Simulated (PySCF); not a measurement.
# Solver options tried on InI

The same problem is solved with other solver options, one edit a run.

Program: PySCF 2.14.0. Level of theory: method and basis as typed in the scripts. These are calculated values, not measurements.

## (1) The system as given

InI: 2 atoms, charge 0, spin multiplicity 1.

Bond lengths: In1–I2 2.430 Å.

## (2) The run that the others are compared with

input.py

```python
from pyscf import gto, dft
from pyscf.geomopt.geometric_solver import optimize

mol = gto.M(
    atom='In 0 0 0; I 0 0 2.43',
    basis='sbkjc',
    ecp={'In': 'sbkjc', 'I': 'sbkjc'},
    charge=0,
    spin=0,
    verbose=4,
)
mf = dft.RKS(mol, xc='hse06')
mf.kernel()
g = mf.nuc_grad_method()
g.grid_response = True
mol_eq = optimize(g.as_scanner(), maxsteps=30)
print('optimised geometry (angstrom)')
print(mol_eq.tostring('raw'))
print('orbital energies (hartree):', mf.mo_energy[..., max(0, mol.nelec[1]-3):mol.nelec[0]+3].round(4))
```

The run is started by

```console
OMP_NUM_THREADS=1 python input.py
```

The log of this run is left out.

Base result: at the starting geometry E(SCF) = -200.643171 Eh, 11 cycles, optimised bond 2.822 Å in 7 steps; the optimisation lowers the energy by 0.796 eV.

## (3) Smearing width 0.05 hartree

Edit 1 changes smearing width: none → 0.05 hartree; step after the SCF: optimize → none.

input.py

```python
from pyscf import gto, dft, scf

mol = gto.M(
    atom='In 0 0 0; I 0 0 2.43',
    basis='sbkjc',
    ecp={'In': 'sbkjc', 'I': 'sbkjc'},
    charge=0,
    spin=0,
    verbose=4,
)
mf = dft.RKS(mol, xc='hse06')
mf = scf.addons.smearing_(mf, sigma=0.05, method='fermi')
mf.kernel()
mf.dip_moment()
print('orbital energies (hartree):', mf.mo_energy[..., max(0, mol.nelec[1]-3):mol.nelec[0]+3].round(4))
```

The run is started by

```console
OMP_NUM_THREADS=1 python input.py
```

## (4) Level shift 0.1 hartree

Edit 2 changes level shift: none → 0.1 hartree.

input.py, as its differences from that of step 2:

```diff
@@ -12,2 +12,3 @@
 mf = dft.RKS(mol, xc='hse06')
+mf.level_shift = 0.1
 mf.kernel()
```

## (5) Convergence threshold 1e-07 hartree

Edit 3 changes convergence threshold: default → 1e-07 hartree.

input.py, as its differences from that of step 2:

```diff
@@ -12,2 +12,3 @@
 mf = dft.RKS(mol, xc='hse06')
+mf.conv_tol = 1e-07
 mf.kernel()
```

Before running it: what results should come out? Wanted: for each run, E(SCF); from base; gap; SCF dipole; after the SCF.

The runs gave:

| run | E(SCF) (hartree) | from base (eV) | cycles | gap (eV) | SCF dipole (D) | after the SCF |
| --- | --- | --- | --- | --- | --- | --- |
| base | -200.643171 | 0 | 11 | 4.17 | n/a | bond 2.822 Å, -0.796 eV |
| smearing width 0.05 hartree | -200.518233 | +3.3997 | 14 | n/a | 0.23 | n/a |
| level shift 0.1 hartree | -200.643171 | 0.0000 | 14 | 4.17 | n/a | bond 2.822 Å, -0.796 eV |
| convergence threshold 1e-07 hartree | -200.643171 | 0.0000 | 10 | 4.17 | n/a | bond 2.822 Å, -0.796 eV |

SCF columns refer to the geometry typed in the script.

Distance from each run's final energy (log10 hartree) by cycle:

| run | cycle 1 | cycle 2 | cycle 3 | cycle 5 | cycle 8 | cycle 12 |
| --- | --- | --- | --- | --- | --- | --- |
| base | 1.3 | 1.4 | 0.1 | -1.3 | -5.8 | done |
| smearing width 0.05 hartree | 1.4 | 1.4 | 0.1 | -1.0 | -3.7 | -6.8 |
| level shift 0.1 hartree | 1.3 | 1.3 | 0.0 | -1.1 | -4.7 | -8.7 |
| convergence threshold 1e-07 hartree | 1.3 | 1.4 | 0.1 | -1.3 | -5.8 | done |

In words: With level shift 0.1 hartree or convergence threshold 1e-07 hartree the SCF ends at the base energy. The base needs 11 cycles and the run with level shift 0.1 hartree needs 14.
